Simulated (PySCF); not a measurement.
# C2H7NOSi: electronic excitations and core binding energies

What electronic excitations and core binding energies should C2H7NOSi (`[H]/N=C/CO[SiH3]`) show?

Programs: PySCF 2.14.0, with density-fitted response routines of our own. Each step states its level of theory. These are calculated values for one molecule in the gas phase, unless marked as measured. Atoms are numbered from 0 throughout.

### 1 Starting geometry

12 atoms, charge 0, multiplicity 1; geometry from: GFN2-xTB.

Bonds of the start (Å): N0–C1 1.25, C1–C2 1.50, C2–O3 1.39, O3–Si4 1.62, N0–H5 1.02, C1–H6 1.10, C2–H7 1.10, C2–H8 1.10, Si4–H9 1.45, Si4–H10 1.47, Si4–H11 1.47.

### 2 Ultraviolet spectrum: CAM-B3LYP/def2-SVPD

Job settings and geometry (Å):

```
{"job": {"kind": "uv", "xc": "CAM-B3LYP", "basis": "def2-SVPD", "nstates": 8, "ntriplets": 3}, "charge": 0, "multiplicity": 1}
N      2.678523     0.697764     0.384650
C      1.679463     0.357519    -0.290147
C      0.445999    -0.162189     0.382633
O     -0.645052    -0.074981    -0.478653
Si    -2.217888    -0.311761    -0.161038
H      3.479300     1.024829    -0.151001
H      1.595568     0.393534    -1.384188
H      0.620379    -1.211777     0.661188
H      0.270510     0.395516     1.309269
H     -2.759129    -0.008242    -1.473997
H     -2.471263    -1.689084     0.273861
H     -2.675213     0.588186     0.901397
```

Level: TDDFT CAM-B3LYP/def2-SVPD, vertical, gas phase, core orbitals frozen in the response.

On the command line:

```console
> OMP_NUM_THREADS=1 python probes_run.py task.json out
```

The driver reads the jobs from task.json and runs them one after another.

**Question.** This job is followed by: delta-SCF UKS SCAN, pcX-2 on the ionised atom, pcseg-1 elsewhere, spin-free X2C. Predict these results of the whole session: lowest singlet (CAM-B3LYP/def2-SVPD); brightest single state of those computed; lowest triplet; N1s binding energies, SCAN/pcX-2; C1s binding energies, SCAN/pcX-2 (standing for 1 of 2 atoms); O1s binding energies, SCAN/pcX-2; Si1s binding energies, SCAN/pcX-2; Si2p binding energies, SCAN/pcX-2.

**Answer**, as computed:

| quantity | value |
| --- | --- |
| lowest singlet (CAM-B3LYP/def2-SVPD) | 5.22 eV (237 nm), f = 0.002 |
| brightest single state of those computed | state 4, 7.40 eV, f = 0.043 |
| lowest triplet | 4.42 eV |
| N1s binding energies, SCAN/pcX-2 | N0 404.78 eV |
| C1s binding energies, SCAN/pcX-2 (standing for 1 of 2 atoms) | C2 292.53 eV |
| O1s binding energies, SCAN/pcX-2 | O3 538.27 eV |
| Si1s binding energies, SCAN/pcX-2 | Si4 1847.23 eV |
| Si2p binding energies, SCAN/pcX-2 | Si4 107.59 eV |

In words: The first singlet state (HOMO→LUMO 0.81, HOMO→LUMO+1 0.14) lies at 5.22 eV and is weak; of the 8 states computed, the strongest absorption comes from state 4 at 7.40 eV (the last state computed is bright too, and its partners may lie past the list). The lowest triplet lies 0.80 eV below the lowest singlet (triplets in Tamm-Dancoff, singlets in full TDDFT).
